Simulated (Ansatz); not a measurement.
# CH4B2Cl2, SMILES BC(B)(Cl)Cl: harmonic frequencies at the relaxed geometry

Computed with Ansatz's Python interface.

The script reads `ch4b2cl2.xyz`:
```text
9

B    -0.29170    1.21830   -0.32960
C     0.19770   -0.23150   -0.44120
B    -0.00840   -0.95420    0.94880
Cl   -0.63920   -1.08900   -1.69810
Cl    1.92830   -0.22680   -0.89730
H    -1.47570    1.48180   -0.08330
H     0.40390    2.18390   -0.53470
H    -0.60760   -1.90700    1.05540
H     0.58110   -0.52170    1.96290
```

`run_freq.py`:
```python
"""Vibrations of CH4B2Cl2."""

import warnings

import ansatz as az
from ase import Atoms
from ase.thermochemistry import IdealGasThermo
import numpy as np


def main() -> None:
    warnings.simplefilter("ignore", az.DeckWarning)

    ch4b2cl2 = az.Crystal.molecule_from_extxyz("ch4b2cl2.xyz")

    job = (
        ch4b2cl2.calculation()
        .basis(gaussian="def2-SVP")
        .functional("PBE0")
    )
    symbols = [site.symbol for site in ch4b2cl2.cartesian_sites]
    start = np.array([site.position_ang for site in ch4b2cl2.cartesian_sites], dtype=float)
    data = job.relax(force_tolerance=0.003).run(threads=1).report
    end = np.array(data["positions_ang"])

    print("final positions (A) and the move of each atom")
    for symbol, xyz, old in zip(symbols, end, start):
        print(f"{symbol:2s} {xyz[0]:10.5f} {xyz[1]:10.5f} {xyz[2]:10.5f}   {np.linalg.norm(xyz - old):7.4f}")

    # same settings at the minimum
    minimum = az.Crystal.molecule()
    for symbol, place in zip(symbols, end):
        minimum = minimum.atom(symbol, place.tolist())
    vibrating = (
        minimum.calculation()
        .basis(gaussian="def2-SVP")  # the orbital basis, by name
        .functional("PBE0")
        .phonons(temperatures=(298.15, 498.15, 100))
    )
    vib = vibrating.run(threads=1).report["vibrations"]
    sums = vib["harmonic_sums"]
    modes = [m["omega_inv_cm"] for m in sums["modes_at_gamma"] if m["rigid_motion"] == "no"]
    for number, w in enumerate(modes, start=1):
        print(f"mode {number:2d} {w:9.1f} 1/cm {w / 8065.544 * 1000:8.2f} meV")
    print("imaginary modes:", sum(w < 0 for w in modes), " zero-point energy:", round(sums["zero_point_energy_ev"], 4), "eV")
    # rigid rotor and ideal gas, symmetry number taken as one
    gas = IdealGasThermo(vib_energies=[w / 8065.544 for w in modes if w > 0], geometry="linear" if len(modes) == 3 * len(symbols) - 5 else "nonlinear",
                         atoms=Atoms(symbols, positions=end), symmetrynumber=1, spin=0.0)
    print(f"H(298 K) - E = {gas.get_enthalpy(298.15, verbose=False):.4f} eV")
    print(f"S(298 K, 1 bar) = {96485.33 * gas.get_entropy(298.15, 1e5, verbose=False):.1f} J/(mol K) with symmetry number 1")


if __name__ == "__main__":
    main()
```

```console
$ python run_freq.py
final positions (A) and the move of each atom
B    -0.38542    1.34698   -0.50806    0.2392
C     0.09494   -0.09462   -0.17676    0.3150
B     0.15818   -1.09879    1.00915    0.2287
Cl   -0.85138   -0.52880   -1.67858    0.5994
Cl    1.86343   -0.52027   -0.35475    0.6202
H    -1.43442    1.70214   -0.03382    0.2296
H     0.29571    2.06395   -1.19326    0.6781
H    -0.09835   -2.26000    0.82660    0.6605
H     0.44570   -0.65679    2.09238    0.2310
mode  1     140.4 1/cm    17.40 meV
mode  2     167.6 1/cm    20.78 meV
mode  3     212.6 1/cm    26.36 meV
mode  4     267.3 1/cm    33.15 meV
mode  5     301.4 1/cm    37.37 meV
mode  6     502.9 1/cm    62.35 meV
mode  7     522.7 1/cm    64.81 meV
mode  8     569.5 1/cm    70.61 meV
mode  9     579.2 1/cm    71.81 meV
mode 10     805.3 1/cm    99.84 meV
mode 11     838.3 1/cm   103.94 meV
mode 12     902.4 1/cm   111.88 meV
mode 13     951.5 1/cm   117.97 meV
mode 14     959.4 1/cm   118.95 meV
mode 15    1145.3 1/cm   142.00 meV
mode 16    1193.7 1/cm   147.99 meV
mode 17    1322.2 1/cm   163.93 meV
mode 18    2606.4 1/cm   323.15 meV
mode 19    2611.2 1/cm   323.74 meV
mode 20    2723.7 1/cm   337.69 meV
mode 21    2724.9 1/cm   337.84 meV
imaginary modes: 0  zero-point energy: 1.3668 eV
H(298 K) - E = 1.5732 eV
S(298 K, 1 bar) = 336.4 J/(mol K) with symmetry number 1
```

The frequencies are harmonic and unscaled, in a modest basis. The result belongs to the one conformer reached from this start, and soft torsions count as harmonic oscillators. The entropy takes a symmetry number of 1; a symmetric molecule's is lower by R ln(sigma). Wall time of the script: 3.6 min on 1 thread of Arm Neoverse V1 (shared host), peak memory 0.34 GiB.

(A comment or docstring line of the script was reworded after the run, the code is as it ran; lines on the test bed's own set-up are left out of the output.)
